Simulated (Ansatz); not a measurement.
Crystal: HgF3.

```
CELL_PARAMETERS angstrom
0.00000 2.86317 2.86317
2.86317 0.00000 2.86317
2.86317 2.86317 0.00000
ATOMIC_POSITIONS crystal
Hg 0.00000 0.00000 0.00000
F 0.50000 0.50000 0.50000
F 0.75000 0.75000 0.75000
F 0.25000 0.25000 0.25000
```

The cell comes from a database or a generator and needn't be the stable form of this composition.

Base run:

| Item | Value |
| --- | --- |
| Program | Ansatz 0.2.0 |
| Functional | RPBE |
| Potentials or basis | all-electron LAPW, scalar-relativistic |
| Cutoff | 260 eV (chosen from the basis error) |
| Basis error allowed | 0.002 eV/atom |
| k mesh | 8 × 8 × 8 |
| Occupations | gaussian, width 0.1 eV |
| Spin | no spin polarisation |

Its results: band gap on the k mesh none (metal or under the smearing width); pressure 6.8 GPa.

Question: The run is repeated on the same cell with these changes: functional from RPBE to PBE; occupations from gaussian, width 0.1 eV to gaussian, width 0.02 eV. What comes out?

Answer: Band gap on the k mesh none (metal or under the smearing width); pressure 1.1 GPa.

Caveats: an odd number of electrons without spin polarisation forces a metal; a magnetic or distorted state may lie lower.
